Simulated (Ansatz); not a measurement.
# CH₃FO₂Si: basis-set convergence

How large a basis does CH₃FO₂Si need? Two functionals are run in growing sets.

Computed with Ansatz 0.2.0, Gaussian basis. Level: one geometry, several basis sets.

Levels to be run: PBE0-D4/def2-SVP; ωB97M-V/def2-SVP; PBE0-D4/def2-QZVPP; ωB97M-V/def2-QZVPP; the functionals' def2-TZVPP values are taken from earlier runs.

### Step 1. The geometry

All runs share one geometry, relaxed beforehand with PBE0-D4 in a triple-zeta def2 set.

SMILES `O[Si@H]1O[C@H]1F`, 8 atoms, charge 0, spin multiplicity 1.

Atoms are counted from 1 here; the program's logs count them from 0.

Bond lengths: O1–Si2 1.621 Å, O1–H6 0.961 Å, Si2–O3 1.661 Å, Si2–C4 1.810 Å, Si2–H7 1.469 Å, O3–C4 1.441 Å, C4–F5 1.369 Å, C4–H8 1.088 Å. Angles: Si2–O1–H6 117.7°, O1–Si2–O3 120.1°, O1–Si2–C4 122.9°, O1–Si2–H7 107.2°, O3–Si2–C4 48.8°, O3–Si2–H7 117.9°, C4–Si2–H7 127.6°, Si2–O3–C4 71.0°, Si2–C4–O3 60.2°, Si2–C4–F5 118.7°, Si2–C4–H8 131.2°, O3–C4–F5 111.5°, O3–C4–H8 113.1°, F5–C4–H8 108.7°.

As a file:

```xyz
8
CH3FO2Si
O    -0.3790    1.3838    1.2309
Si    0.5748    0.3918    0.3736
O     0.2866   -1.2436    0.3719
C    -0.0585   -0.7052   -0.9190
F    -1.4091   -0.7510   -1.1376
H    -1.3266    1.2303    1.2001
H     1.9581    0.8465    0.5647
H     0.4458   -1.2098   -1.7406
```

### Step 2. PBE0-D4 in def2-SVP

Contents of in.yaml:

```yaml
crystal:
  periodic: [false, false, false]
  atoms:
    - {symbol: O, position_ang: [-0.379000, 1.383848, 1.230901]}
    - {symbol: Si, position_ang: [0.574796, 0.391766, 0.373581]}
    - {symbol: O, position_ang: [0.286630, -1.243597, 0.371881]}
    - {symbol: C, position_ang: [-0.058542, -0.705150, -0.918990]}
    - {symbol: F, position_ang: [-1.409066, -0.750952, -1.137623]}
    - {symbol: H, position_ang: [-1.326649, 1.230274, 1.200122]}
    - {symbol: H, position_ang: [1.958141, 0.846546, 0.564729]}
    - {symbol: H, position_ang: [0.445791, -1.209836, -1.740602]}
basis:
  gaussian: {orbitals: def2-SVP}
hamiltonian: {xc: pbe0, dispersion: d4}
output: {orbitals: {seedname: orbitals}}
```

The run is started by

```sh
ansatz run in.yaml --threads 2 --pin off --events-out ev --progress --plain --max-ram 4352MiB
```

The runs that follow: ωB97M-V in def2-SVP; PBE0-D4 in def2-QZVPP; ωB97M-V in def2-QZVPP.

Q: Predict the results of all the runs planned. Wanted: PBE0-D4: double and triple zeta above quadruple; ωB97M-V: double and triple zeta above quadruple.

As calculated:

| quantity | value |
| --- | --- |
| PBE0-D4: double and triple zeta above quadruple | 13.50, 0.72 eV |
| ωB97M-V: double and triple zeta above quadruple | 13.67, 0.68 eV |

In words: PBE0-D4 gains 12.77 eV from double to triple zeta, then 0.72 eV more. Total energies overstate the basis error of differences, where much of it tends to cancel. The LUMO of ωB97M-V is positive and keeps falling with the basis (2.46 to 1.43 eV): an unbound level that the basis holds in place.
